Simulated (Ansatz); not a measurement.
HfIn4SiO6 in Ansatz: convergence with k mesh

Crystal: HfIn4SiO6.

```
Hf In Si O
1.0
     2.71603   -4.70332    0.00448
     2.71603    4.70332    0.00448
    -1.86309    0.00000    7.40415
Hf In Si O
1 4 1 6
Direct
  0.20480 0.79520 0.00000
  0.37139 0.62861 0.50000
  0.53812 0.46188 0.00000
  0.03500 0.96500 0.50000
  0.70907 0.29093 0.50000
  0.87146 0.12854 0.00000
  0.10741 0.06918 0.86667
  0.93082 0.89259 0.13333
  0.83975 0.37820 0.86669
  0.62180 0.16025 0.13331
  0.19813 0.46891 0.13338
  0.53109 0.80187 0.86662
```

The cell was built by a generator and needn't be a form met in nature.

| Item | Value |
| --- | --- |
| Program | Ansatz 0.2.0 |
| Task | convergence study |
| Functional | PBE |
| Potentials or basis | Ansatz PAW |
| Cutoff | 420 eV (not typed: the program's choice for these potentials) |
| k mesh | 2 × 2 × 1 |
| Occupations | fermi-dirac, width 0.05 eV |
| Spin | no spin polarisation |

These are the settings of the first run; the series varies k mesh, with any setting tied to it.

Hardware: 8 threads of AMD EPYC 7B13 (Zen 3), on a shared host.

```tsv
k mesh	energy less the tightest run, at zero smearing (meV/atom)	pressure (GPa)	largest force (eV/Å)	gap on the mesh (eV)	SCF cycles	CPU time (s)	peak memory (GiB)
2 × 2 × 1	19.06	2.11	0.438	-	11	5.1	0.6
2 × 2 × 2	23.55	2.42	0.184	0.114	9	6.9	0.74
3 × 3 × 2	-20.43	0.11	0.245	0.000	9	10	0.83
4 × 4 × 2	-11.73	-0.37	0.062	0.000	8	14	0.9
4 × 4 × 3	-8.93	-0.37	0.082	0.000	7	17	0.95
5 × 5 × 4	9.43	-0.16	0.076	0.000	8	34	1.1
7 × 7 × 4	2.12	0.05	0.013	0.000	8	61	1.2
8 × 8 × 5	-1.59	0.02	0.008	0.000	8	91	1.4
10 × 10 × 6	0.00	0.00	0.055	0.000	8	180	2
```

Against the tightest run, the pressure stays within 0.1 GPa from 7 × 7 × 4 on; the gap on the mesh stays within 0.01 eV from 3 × 3 × 2 on. Not settled before the last step: the energy (to 1 meV/atom), the largest force (to 0.005 eV/Å). Meshes of other sizes hit other points, so gaps and Fermi surfaces needn't settle smoothly. The tightest run that finished is the yardstick and may itself not be fully converged.

Caveat, for the tightest run too: the pressure holds a Pulay correction of +0.4 GPa for the finite cutoff. Spin-orbit coupling is left out, which matters for the levels of Hf.
